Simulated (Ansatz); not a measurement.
# H4OSeSi: the cost of one run

Program: Ansatz 0.2.0, driven from Python. Level of theory: PBE/def2-SVP. These are calculated values, not measurements.

**1. The system**

Bond lengths: O1–Si2 1.706 Å, Si2–Se3 2.251 Å, O1–H4 1.014 Å, Si2–H5 1.484 Å, Si2–H6 1.481 Å, Se3–H7 1.539 Å. Angles: O1–Si2–Se3 107.0°, O1–Si2–H5 109.4°, O1–Si2–H6 111.8°, Se3–Si2–H5 109.6°, Se3–Si2–H6 109.6°, H5–Si2–H6 109.4°, Si2–O1–H4 99.3°, Si2–Se3–H7 92.4°.

Input file h4osesi.xyz:

```xyz
7

O    -1.18210   -0.74500   -0.48840
Si   -0.09460    0.43150    0.09790
Se    1.43320   -0.64900    1.34930
H    -1.78870   -0.14770   -1.03990
H     0.57780    1.09600   -1.04630
H    -0.78160    1.45150    0.92400
H     1.89730   -1.50540    0.15790
```

**2. The code**

h4osesi.py reads:

```python
"""A short Born-Oppenheimer trajectory of H4OSeSi."""

import ansatz
import numpy as np

molecule = ansatz.Crystal.molecule_from_extxyz("h4osesi.xyz")

model = (
    molecule.calculation()
    .basis(gaussian="def2-SVP")
    .functional("pbe")
    .md("nve", timestep=0.5, steps=30, temperature=800, initial_velocities="maxwell_boltzmann", seed=53)
)
frames = []
model.session().plan().execute(on_event=lambda e: frames.append(e["data"]) if e["event"] == "md_step" else None)
print("t (fs)   E_pot (eV)      E_kin (eV)   T (K)   d(0-1) (A)")
for f in frames[::2]:
    xyz = np.array(f["positions_ang"])
    print(f"{f['time_fs']:6.2f} {f['lagrangian_ev']:14.5f} {f['e_kin_ev']:10.5f} {f['temperature_k']:8.1f} {np.linalg.norm(xyz[0] - xyz[1]):9.4f}")
kept = np.array([f["conserved_ev"] for f in frames])
print(f"conserved energy moves by at most {1000 * np.ptp(kept):.3f} meV")
```

**3. The calls as engine input**

The engine receives this input:

```yaml
crystal:
  periodic: [false, false, false]
  atoms:
    - { symbol: O, position_ang: [-1.1821, -0.745, -0.4884] }
    - { symbol: Si, position_ang: [-0.0946, 0.4315, 0.0979] }
    - { symbol: Se, position_ang: [1.4332, -0.649, 1.3493] }
    - { symbol: H, position_ang: [-1.7887, -0.1477, -1.0399] }
    - { symbol: H, position_ang: [0.5778, 1.096, -1.0463] }
    - { symbol: H, position_ang: [-0.7816, 1.4515, 0.924] }
    - { symbol: H, position_ang: [1.8973, -1.5054, 0.1579] }
basis:
  gaussian:
    orbitals: def2-SVP
hamiltonian:
  xc: pbe
md:
  timestep: 0.5
  n_steps: 30
  ensemble: nve
  temperature: 800.0
  initial_velocities: maxwell_boltzmann
  seed: 53
```

**4. Launch**

Started as:

```sh
python h4osesi.py
```

**Question.** How long does this script take on 1 thread of Intel Xeon 6975P-C (Granite Rapids), shared host, and how much memory does it need?

About 45 s, with a peak of 0.2 GiB.
